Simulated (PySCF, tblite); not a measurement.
# C5H11BN radical: geometry, infrared bands and EPR parameters

Wanted: the infrared bands and EPR parameters of C5H11BN radical (`C[C@H]1C[CH]B(N)C1`), by calculation.

The runs use tblite 0.8.0 and PySCF 2.14.0, with density-fitted response routines of our own; the level of theory stands in each step. All values are computed, except where a source is named. Atoms are numbered from 0 throughout.

## 1. The starting structure

18 atoms, charge 0, multiplicity 2; geometry from: force field or distance geometry start.

Bonds of the start (Å): C0–C1 1.53, C1–C2 1.53, C2–C3 1.52, C3–B4 1.59, B4–N5 1.52, B4–C6 1.58, C6–C1 1.54, C0–H7 1.12, C0–H8 1.11, C0–H9 1.12, C1–H10 1.11, C2–H11 1.12, C2–H12 1.11, C3–H13 1.11, N5–H14 1.04, N5–H15 1.03, C6–H16 1.12, C6–H17 1.12.

## 2. Relaxing the molecule with GFN2-xTB

Job settings and geometry (Å):

```
{"job": {"kind": "relax", "xc": "GFN2-xTB", "basis": "xTB"}, "charge": 0, "multiplicity": 2}
C     -1.932200    -1.106000    -0.290500
C     -0.647300    -0.326000    -0.548900
C     -0.804800     1.175700    -0.320600
C      0.563000     1.751500    -0.010500
B      1.376500     0.510700     0.567200
N      2.873100     0.442800     0.308600
C      0.489000    -0.780700     0.382300
H     -2.286100    -0.954900     0.759100
H     -1.770100    -2.190300    -0.465500
H     -2.734800    -0.750400    -0.981400
H     -0.330800    -0.503000    -1.596100
H     -1.502000     1.372100     0.534300
H     -1.230500     1.668000    -1.223300
H      0.494900     2.544300     0.761100
H      3.246800    -0.349400     0.870700
H      3.012500     0.207500    -0.684900
H      0.109100    -1.083400     1.388800
H      1.064700    -1.622300    -0.068900
```

Launch:

```bash
> OMP_NUM_THREADS=1 python probes_run.py task.json out
```

One launch serves the whole session: the jobs run in the order shown.

**Question.** This job is followed by: GFN2-xTB harmonic vibrations, gas phase; UKS B3LYP, pcH-1 on B C H N, non-relativistic, mean-field spin-orbit, GIAO. What will the session give for the following? strongest single infrared mode (GFN2-xTB); zero-point energy (GFN2-xTB); g(iso) (B3LYP); ⟨S²⟩; largest a(iso) (averaged by class); potential on the surface of density 0.002 e/bohr³, 1st and 99th percentile.

**Answer**, as computed:

| quantity | value |
| --- | --- |
| strongest single infrared mode (GFN2-xTB) | 506 cm⁻¹, 189 km/mol |
| zero-point energy (GFN2-xTB) | 97.0 kcal/mol |
| g(iso) (B3LYP) | 2.00275 |
| ⟨S²⟩ | 0.754 (exact 0.75) |
| largest a(iso) (averaged by class) | 1H on H11, 147.1 MHz |
| potential on the surface of density 0.002 e/bohr³, 1st and 99th percentile | -0.71 V and 1.61 V |

The optimisation took 95 steps and gained 1.812 eV; among the close pairs (by a distance rule), B4–N5 changed most, from 1.520 to 1.397 Å. No mode is imaginary among the 48: a minimum at this level. The strongest single mode, at 506 cm⁻¹, has its largest shares on H14, H15 and N5 (the list is cut at 3 atoms). GFN2-xTB is a fitted tight-binding method: band positions and strengths are rough. Its intensities can rank the bands wrongly. Most of the unpaired spin sits on C3 (0.90 e). The isotropic g lies 0.4 ppt above the free-electron value. The conformer search found further structures of the same energy, which may be mirror or relabelled copies of this one.
